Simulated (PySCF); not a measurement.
# BiF3(H2O): other functionals and bases at one geometry

One table from this session's results is given with a row withheld; the runs are named, their logs left out.

Method: several levels, as the steps say, no spin–orbit coupling; program: PySCF 2.14.0.

1 further run of the same task is left out (for a known fault of the program).

### The starting structure

7 atoms, charge 0, spin multiplicity 1.

Bond lengths: Bi1–F2 2.043 Å, Bi1–F3 2.031 Å, Bi1–F4 2.043 Å, O5–H6 0.972 Å, O5–H7 0.972 Å. Angles: F2–Bi1–F3 93.2°, F2–Bi1–F4 94.2°, F3–Bi1–F4 93.2°, H6–O5–H7 103.3°.

Coordinates:

```mol
BiF3H2O
  3D, bonds by distance, orders not assigned

  7  5  0  0  0  0  0  0  0  0999 V2000
   -0.8703   -0.3481    0.3481 Bi  0  0
    0.1080    1.4086    0.7077 F   0  0
    0.4514   -1.4385    1.4385 F   0  0
    0.1080   -0.7077   -1.4086 F   0  0
   -1.4771    1.4527   -1.4527 O   0  0
   -0.8882    2.0837   -1.0060 H   0  0
   -0.8882    1.0060   -2.0837 H   0  0
  1  2  8  0
  1  3  8  0
  1  4  8  0
  5  6  8  0
  5  7  8  0
M  END
```

Formal oxidation states: Bi +3. An earlier session relaxed this geometry at PBE0, Bi def2-SVP with ECP60, F def2-SVP, O def2-SVP, H def2-SVP (singlet, point group Cs).

At PBE0 on the finer grid: E = -590.004830 Eh, HOMO -9.30 eV, LUMO -1.54 eV, Mulliken charge on Bi1 +1.34 e, largest force component 0.029 eV/Å. 

Levels to run: M06-L; PBE; PBE0, TZVP. Hardware: 2 threads of Arm Neoverse V1, shared host.

The first run:

run.py (the lines that set the calculation) reads:

```python
mol = gto.M(atom='''
Bi    -0.87031    -0.34814     0.34814
F      0.10798     1.40863     0.70769
F      0.45140    -1.43854     1.43854
F      0.10798    -0.70769    -1.40863
O     -1.47712     1.45268    -1.45268
H     -0.88822     2.08365    -1.00604
H     -0.88822     1.00604    -2.08365''',
    basis={'Bi': 'def2-SVP', 'F': 'def2-SVP', 'O': 'def2-SVP', 'H': 'def2-SVP'},
    ecp={'Bi': 'def2-SVP'},
    charge=0, spin=0)
mf = dft.RKS(mol, xc='M06L')
mf.grids.atom_grid = (75, 302)
mf = mf.density_fit()  # fitting sets: Bi def2-universal-JKFIT, F def2-universal-JKFIT, O def2-universal-JKFIT, H def2-universal-JKFIT
mf.conv_tol = 1e-08; mf.max_cycle = 55
mf.kernel(dm0)  # dm0: the density of the relaxed state
```

Command:

```console
$ OMP_NUM_THREADS=2 python run.py
```

Among the steps run: M06-L; PBE; PBE0, TZVP.

One of the session's tables, all rows but one given; the rest of the session is left out.

| level | HOMO (eV) | gap (eV) | charge on Bi1 (e) | dipole (D) | largest force component (eV/Å) |
| --- | --- | --- | --- | --- | --- |
| PBE0 (relaxed here) | -9.30 | 7.76 | 1.34 | 4.12 | 0.03 |
| M06-L | -7.99 | 6.12 | 1.43 | 4.21 | 0.67 |
| PBE | ? | ? | ? | ? | ? |
| PBE0, TZVP | -9.66 | 7.81 | 1.42 | 4.22 | 0.89 |

**Question.** Estimate the row for PBE.

**Answer.** HOMO (eV): -7.57; gap (eV): 5.41; charge on Bi1 (e): 1.16; dipole (D): 3.72; largest force component (eV/Å): 0.84. In the column «HOMO (eV)» it is the highest.

In one basis the HOMO–LUMO gap runs from 5.41 eV (PBE) to 7.76 eV (PBE0). The largest leftover force, 0.89 eV/Å with PBE0, TZVP, stands at a geometry relaxed at another level. Total energies of different levels can't be compared.
